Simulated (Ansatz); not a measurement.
## WC, space group Fm-3m: a point defect in a supercell, step by step

Computed with Ansatz's Python interface.

The cells in order, each with its output:

**Cell 1**
```python
from dataclasses import dataclass
import warnings

import ansatz
import numpy as np
from pymatgen.core import Lattice, Structure
from pymatgen.io.ase import AseAtomsAdaptor
```

**Cell 2**
```python
@dataclass
class Options:
    mesh: tuple[int, ...] = (3, 3, 3)
    smearing: str = 'fermi_dirac'
    xc: str = 'pbesol'
```

**Cell 3**
```python
cfg = Options()
```

**Cell 4**
```python
warnings.simplefilter('ignore', ansatz.DeckWarning)
```

**Cell 5**
```python
pmg_structure = Structure(
    Lattice([(0.0, 2.19268, 2.19268), (2.19268, 0.0, 2.19268), (2.19268, 2.19268, 0.0)]),
    ['W', 'C'],
    [
        (0.0, 0.0, 0.0),
        (0.5, 0.5, 0.5),
    ],
)
crystal = ansatz.Crystal.from_ase(AseAtomsAdaptor.get_atoms(pmg_structure))
host = crystal.supercell(2)
defective = host.interstitial('C', at=(0.25, 0.25, 0.25))
```

**Cell 6**
```python
def settled(structure):
    return (
        structure.calculation()
        .basis(34 * ansatz.Ry)
        .kpoints(mesh=cfg.mesh)
        .occupations(cfg.smearing)
        .functional(cfg.xc)
        .band_table()
    )
```

**Cell 7**
```python
perfect = settled(host).run(threads=1, backend='cpu').report
calculation = (
    settled(defective)
    .relax(force_tolerance=0.02, max_steps=25)
)
res = calculation.run(threads=1, backend='cpu')
summary = res.report

summary['n_electrons']
```
Output:
```text
148.0
```

**Cell 8**
```python
sorted(key for key in summary if key.endswith('_ev'))
```
Output:
```text
['eigenvalues_ev', 'energy_sigma0_ev', 'entropy_ts_ev', 'fermi_energy_ev', 'free_energy_ev',
 'gap_by_band_count_ev', 'harris_foulkes_ev', 'internal_energy_ev', 'lagrangian_above_aufbau_ev',
 'lagrangian_ev', 'lagrangian_sigma0_ev', 'loop_eigenvalues_ev', 'loop_fermi_energy_ev',
 'occupations_fermi_energy_ev', 'residual_norms_ev']
```

**Cell 9**
```python
n_host, n_defect = len(perfect['lattice']['sites']), len(summary['lattice']['sites'])
print(f'perfect cell: {n_host} atoms, F = {perfect["free_energy_ev"]:.4f} eV')
print(f'defect cell:  {n_defect} atoms, F = {summary["free_energy_ev"]:.4f} eV')
# chemical potentials are still to be added to this difference
print(f'difference {summary["free_energy_ev"] - perfect["free_energy_ev"]:.4f} eV (no chemical potentials)')
```
Output:
```text
perfect cell: 16 atoms, F = -84022.2004 eV
defect cell:  17 atoms, F = -84264.6921 eV
difference -242.4917 eV (no chemical potentials)
```

**Cell 10**
```python
for label, run in (('perfect', perfect), ('defect', summary)):
    levels, filled = np.array(run['eigenvalues_ev'][0]), np.array(run['occupations'][0])
    top = int(np.argmin(np.abs(levels - run['fermi_energy_ev'])))
    window = slice(max(top - 3, 0), top + 4)
    print(label, 'levels near E_F at the first k-point:', ', '.join(f'{e - run["fermi_energy_ev"]:.2f} ({f:.2f})' for e, f in zip(levels[window], filled[window])))

for site in res.lattice.sites:
    print(f'{site.symbol:2s}', ' '.join(f'{v:8.4f}' for v in site.position_ang))
```
Output:
```text
perfect levels near E_F at the first k-point: -1.01 (2.00), -0.96 (2.00), -0.96 (2.00), 0.86 (0.00), 0.86 (0.00), 0.86 (0.00), 1.06 (0.00)
defect levels near E_F at the first k-point: -1.66 (2.00), -1.66 (2.00), -1.28 (2.00), 0.12 (0.48), 0.12 (0.48), 0.63 (0.00), 0.63 (0.00)
W   -0.1721  -0.1721  -0.1721
C    2.0554   2.0554   2.0554
W    2.3648   2.3648  -0.1721
C    4.5226   4.5226   2.0554
W    2.3648  -0.1721   2.3648
C    4.5226   2.0554   4.5226
W    4.2803   2.2977   2.2977
C    6.4778   4.4856   4.4856
W   -0.1721   2.3648   2.3648
C    2.0554   4.5226   4.5226
W    2.2977   4.2803   2.2977
C    4.4856   6.4778   4.4856
W    2.2977   2.2977   4.2803
C    4.4856   4.4856   6.4778
W    4.2803   4.2803   4.2803
C    6.4778   6.4778   6.4778
C    1.0963   1.0963   1.0963
```

What to keep in mind:
- Absolute energies stand on the zero of these potentials, so only differences at equal settings mean something. A total without «per atom» is that of the cell as typed.
- The computed bands are complete only to about 2.3 eV above the Fermi level.
- For a metal this k-point mesh is coarse: on a finer one energies can move by several to tens of meV an atom and pressures by half a GPa or more, differences at one mesh by less.
- A gap by band count of zero or less means overlapping bands, a metal.
- The difference holds no chemical potentials.
- Errors of mesh and smearing per atom add up over the supercell, so the energy can be off by tenths of an eV.
- Each cell's levels count from its own Fermi level and aren't aligned; one k-point can hide that the defect cell is metallic.
- The structure comes from a database of computed cells and needn't be a stable or known phase.
- Gaps and levels are Kohn-Sham values on a finite set of k-points, without spin-orbit coupling.
- The supercell is small, so the defect meets its images and the energies aren't those of an isolated defect; a partly filled defect level may also lower its energy by spin or distortion. For a charged cell the difference holds no correction, alignment or term for the electrons' reservoir.
- Wall time of the script: 81 s on 1 thread of Arm Neoverse V2 (shared host), peak memory 0.58 GiB.
